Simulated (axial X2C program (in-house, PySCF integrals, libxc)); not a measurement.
# SrF⁺: bond curves with and without spin–orbit coupling

Aim: find the lowest determinant of SrF⁺, scan the bond at several levels and fit the constants, once spin-free and once with spin–orbit coupling.

The runs use an in-house X2C program for linear molecules on PySCF integrals; all-electron X2C, Sr dyall-v4z, F dyall-v4z.

All values are calculated.

**1. Input**

File task.json:

```json
{"zs": [38, 9], "q": 1, "bas": ["dyall-v4z", "dyall-v4z"], "levels": ["PBE0", "HF", "M06", "PBEsol"], "cc": false, "r0": 2.49, "npts": 10, "nst": 2, "ntry": 6}
```

Keys: zs atomic numbers; q charge; bas basis sets; levels methods (HF also brings MP2); cc coupled cluster on or off; r0 starting distance in Å; npts points asked for on the curve; nst determinants followed; ntry starts of the search.

Run with:

```bash
$ python so2c.py task.json out
```

Spin-free means the one-electron spin-free X2C Hamiltonian; two-component (2c) means X2C with spin–orbit coupling and atomic mean-field two-electron Coulomb and Gaunt terms. Basis: Sr dyall-v4z contracted to [13s14p9d4f3g], F dyall-v4z contracted to [7s6p3d2f1g]; Gaussian nuclei, density fitting. Masses: Sr 87.906 u, F 18.998 u.

Notation: σ, π±, δ± give the projection m of an orbital's angular momentum (0, ±1, ±2), α and β its spin, Λ and M_S the sums; ω is the projection of a spinor's total angular momentum and Ω the sum. Logs are in hartree.

After this run come: PBE0, spin-free; HF, spin-free; M06, spin-free; PBEsol, spin-free; PBE0, 2c; HF, 2c; M06, 2c; PBEsol, 2c.

What does the calculation give? Wanted: for each run, Hamiltonian; Re; ωe; De; μ.

As calculated:

Lowest determinant that the search found at its distance, spin-free: M_S = 0, Λ = 0 (closed shell).

Lowest determinant that the search found at its distance, 2c: Ω = 0 (closed shell).

```json
{"Hamiltonian": "spin-free", "level": "PBE0", "Re (Å)": "1.985", "ωe (cm⁻¹)": "594", "De (eV)": "5.78", "μ (D)": "-7.21"}
{"Hamiltonian": "spin-free", "level": "HF", "Re (Å)": "2.016", "ωe (cm⁻¹)": "580", "De (eV)": "3.82", "μ (D)": "-8.23"}
{"Hamiltonian": "spin-free", "level": "MP2", "Re (Å)": "1.999", "ωe (cm⁻¹)": "585", "De (eV)": "6.03", "μ (D)": "n/a"}
{"Hamiltonian": "spin-free", "level": "M06", "Re (Å)": "1.997", "ωe (cm⁻¹)": "580", "De (eV)": "6.09", "μ (D)": "-7.39"}
{"Hamiltonian": "spin-free", "level": "PBEsol", "Re (Å)": "1.978", "ωe (cm⁻¹)": "596", "De (eV)": "6.40", "μ (D)": "-6.75"}
{"Hamiltonian": "2c", "level": "PBE0", "Re (Å)": "1.985", "ωe (cm⁻¹)": "594", "De (eV)": "5.78", "μ (D)": "-7.20"}
{"Hamiltonian": "2c", "level": "HF", "Re (Å)": "2.016", "ωe (cm⁻¹)": "580", "De (eV)": "3.81", "μ (D)": "-8.22"}
{"Hamiltonian": "2c", "level": "MP2", "Re (Å)": "1.999", "ωe (cm⁻¹)": "585", "De (eV)": "6.02", "μ (D)": "n/a"}
{"Hamiltonian": "2c", "level": "M06", "Re (Å)": "1.997", "ωe (cm⁻¹)": "580", "De (eV)": "6.09", "μ (D)": "-7.38"}
{"Hamiltonian": "2c", "level": "PBEsol", "Re (Å)": "1.978", "ωe (cm⁻¹)": "596", "De (eV)": "6.40", "μ (D)": "-6.74"}
```

Dipoles are positive if F is the positive end and refer to the centre of mass.

What this shows: At MP2, going from spin-free to two-component changes Re by 0 mÅ, ωe by 0.0 %, which is small (part of it comes from the scalar share of the two-electron terms). De moves by -0.01 eV; both De rest on single-determinant atoms, which can miss part of an open shell's spin–orbit lowering.

De refers to Sr+ + F, each in the lowest determinant found, which need not be this curve's own limit. Each curve is one determinant whose occupation by symmetry is held fixed; it was picked as the lowest of a PBE0 search that is not exhaustive. Closed shells are restricted here (equal orbitals for both partners), which fails at long range if the bond breaks into open shells. De is counted from the lowest determinant-based energies of the atoms at the same level, without counterpoise correction. The meta-GGAs lack a current-density term, which matters for open shells with orbital currents, atoms included.
